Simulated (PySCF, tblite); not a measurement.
# C₄H₅FO₂S: geometry, infrared bands and NMR shifts

Aim: predict the infrared bands and NMR shifts of C₄H₅FO₂S (`O=S1(=O)C=C(F)CC1`).

Computed with tblite 0.8.0 and PySCF 2.14.0, with density-fitted response routines of our own, on a single molecule in the gas phase. Atoms are numbered from 0 throughout.

## Step 1: Starting geometry

13 atoms, charge 0, multiplicity 1; geometry from: force field or distance geometry start.

Bonds of the start (Å): O0–S1 1.49, S1–O2 1.45, S1–C3 1.79, C3–C4 1.32, C4–F5 1.38, C4–C6 1.46, C6–C7 1.50, C7–S1 1.81, C3–H8 1.06, C6–H9 1.11, C6–H10 1.14, C7–H11 1.09, C7–H12 1.10.

## Step 2: Relaxing the molecule with GFN2-xTB

Job settings and geometry (Å):

```
{"job": {"kind": "relax", "xc": "GFN2-xTB", "basis": "xTB"}, "charge": 0, "multiplicity": 1}
O     -1.531000     0.427000     1.583400
S     -1.278900     0.496700     0.119800
O     -2.367400     0.987700    -0.709500
C      0.229000     1.437700    -0.073800
C      1.186500     0.531900     0.034200
F      2.513000     0.890500    -0.082800
C      0.768900    -0.845600     0.270400
C     -0.504100    -1.013400    -0.507400
H      0.339200     2.480700    -0.220600
H      1.531000    -1.605000    -0.005800
H      0.505500    -1.006900     1.363500
H     -0.310900    -0.874000    -1.567600
H     -1.085200    -1.906700    -0.221500
```

On the command line:

```sh
> OMP_NUM_THREADS=1 python probes_run.py task.json out
```

One launch serves the whole session: the jobs run in the order shown.

**Question.** This job is followed by: GFN2-xTB harmonic vibrations, gas phase; GIAO PBE0/pcSseg-1 NMR shielding, non-relativistic, gas phase. What will the session give for the following? strongest single infrared mode (GFN2-xTB); zero-point energy (GFN2-xTB); ¹³C shifts against TMS (PBE0/pcSseg-1); ¹H shifts against TMS (PBE0/pcSseg-1, means over atoms taken as alike); ¹⁷O shifts against H2O (PBE0/pcSseg-1, means over atoms taken as alike); ³³S shifts against CS2 (PBE0/pcSseg-1); ¹⁹F shifts against CFCl3 (PBE0/pcSseg-1).

As calculated:

| quantity | value |
| --- | --- |
| strongest single infrared mode (GFN2-xTB) | 1270 cm⁻¹, 499 km/mol |
| zero-point energy (GFN2-xTB) | 55.0 kcal/mol |
| ¹³C shifts against TMS (PBE0/pcSseg-1) | 178.6, 121.6, 58.9, 28.9 ppm |
| ¹H shifts against TMS (PBE0/pcSseg-1, means over atoms taken as alike) | 6.52, 3.20, 2.89 ppm |
| ¹⁷O shifts against H2O (PBE0/pcSseg-1, means over atoms taken as alike) | 254.2 ppm |
| ³³S shifts against CS2 (PBE0/pcSseg-1) | 329 ppm |
| ¹⁹F shifts against CFCl3 (PBE0/pcSseg-1) | -98.1 ppm |

**Reading.** Relaxing lowered the energy by 0.397 eV in 51 steps; the close pair that moved most is O0–S1, from 1.487 to 1.434 Å. All 33 modes are real, so the xTB geometry is a minimum. The strongest single mode, at 1270 cm⁻¹, has its largest shares on S1, O2 and O0 (the list is cut at 3 atoms). GFN2-xTB is a fitted tight-binding method: band positions and strengths are rough. Its intensities can rank the bands wrongly. H8 (hydrogen on an alkene CH) lies farthest downfield among hydrogen, at 6.52 ppm; attached to an sp2 carbon and in the plane of the double bond. At PBE0/pcSseg-1: The largest span, 255 ppm, is at S1, where the paramagnetic term is -876 ppm.
